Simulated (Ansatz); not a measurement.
# H2Se (singlet): the correlation ladder at distance Se1–H3 = 1.467 Å, 6-31G

Aim: climb from Hartree-Fock through coupled cluster and multireference methods for H2Se (singlet) at one geometry and basis, and see what each rung misses.

The runs use Ansatz 0.2.0, Gaussian basis; 6-31G, core rule «outside noble gas», up to 14 orbitals frozen.

The runs, in order: UHF; CCSD(T) on RHF; BCCD(T) on RHF; CISD; CCSDT(Q) on RHF; CCSDTQ on RHF; CASSCF and MRCISD+Q, 2 electrons in 2 orbitals; CASSCF and NEVPT2, 2 electrons in 2 orbitals; CASSCF and MRCISD+Q, 8 electrons in 6 orbitals; CASSCF and NEVPT2, 8 electrons in 6 orbitals; Full CI.

17 further runs of the same task are left out: 16 that didn't finish, 1 set aside as unsound or not needed. Runs told in other sessions of the task aren't counted.

### Step 1. The geometry

The geometry derives from a PBE0/def2-TZVP stationary point (not a proven minimum). One bond is set to the value named and the two fragments are kept rigid. No spin-orbit coupling is included. The filled d shell of Se may be among the frozen orbitals whatever the setting's name suggests.

3 atoms, charge 0, spin multiplicity 1.

Atoms are counted from 1 here; the program's logs count them from 0.

Bond lengths: Se1–H2 1.467 Å, Se1–H3 1.467 Å. Angles: H2–Se1–H3 91.2°.

### Step 2. UHF

in.yaml reads:

```yaml
crystal:
  periodic: [false, false, false]
  atoms:
    - {symbol: Se, position_ang: [0.000000, -0.025554, 0.000000]}
    - {symbol: H, position_ang: [0.000000, 1.000943, -1.047791]}
    - {symbol: H, position_ang: [0.000000, 1.000938, 1.047795]}
basis:
  gaussian: {orbitals: 6-31G}
magnetization: {spin_polarized: true, initial_magnetization: 0}
hamiltonian: {xc: hf}
output: {orbitals: {seedname: orbitals}}
```

The run is started by

```bash
ansatz run in.yaml --threads 1 --pin off --events-out ev --progress --plain --max-ram 2393MiB
```

The runs that follow: CCSD(T) on RHF; BCCD(T) on RHF; CISD; CCSDT(Q) on RHF; CCSDTQ on RHF; CASSCF and MRCISD+Q, 2 electrons in 2 orbitals; CASSCF and NEVPT2, 2 electrons in 2 orbitals; CASSCF and MRCISD+Q, 8 electrons in 6 orbitals; CASSCF and NEVPT2, 8 electrons in 6 orbitals; Full CI.

**Question.** What will the summary of the whole plan be? Wanted: FCI from the RHF energy; RMP2 from FCI; RCCSD from FCI; RCCSD(T) from FCI; RCCSDT(Q) from FCI; NEVPT2 pair from FCI; MRCISD+Q pair from FCI; NEVPT2 valence from FCI; T1 diagnostic.

As calculated:

| quantity | value |
| --- | --- |
| FCI from the RHF energy | -2.0337 eV |
| RMP2 from FCI | +45.9 kJ/mol |
| RCCSD from FCI | +2.4 kJ/mol |
| RCCSD(T) from FCI | +0.5 kJ/mol |
| RCCSDT(Q) from FCI | 0.0 kJ/mol |
| NEVPT2 pair from FCI | +33.0 kJ/mol |
| MRCISD+Q pair from FCI | -0.3 kJ/mol |
| NEVPT2 valence from FCI | +21.6 kJ/mol |
| levels within 1 kcal/mol (43 meV) | RCCSD, RCCSD(T), BCCD(T), RCCSDT, RCCSDT(Q), RCCSDTQ, MRCISD+Q pair, MRCISD valence, MRCISD+Q valence |
| T1 diagnostic | 0.007 |
| effectively unpaired electrons | 0.02 |

**Reading.** RCCSD(T) lands +0.5 kJ/mol from the yardstick (0.3 % of the correlation energy). MRCISD+Q pair falls below full CI: the +Q correction isn't variational, and the cores differ from full CI's. One determinant dominates. Of the multireference levels listed MRCISD+Q pair comes nearest in total energy (-0.3 kJ/mol), which doesn't show that its space is the better one. These misses are within one basis, not against nature.
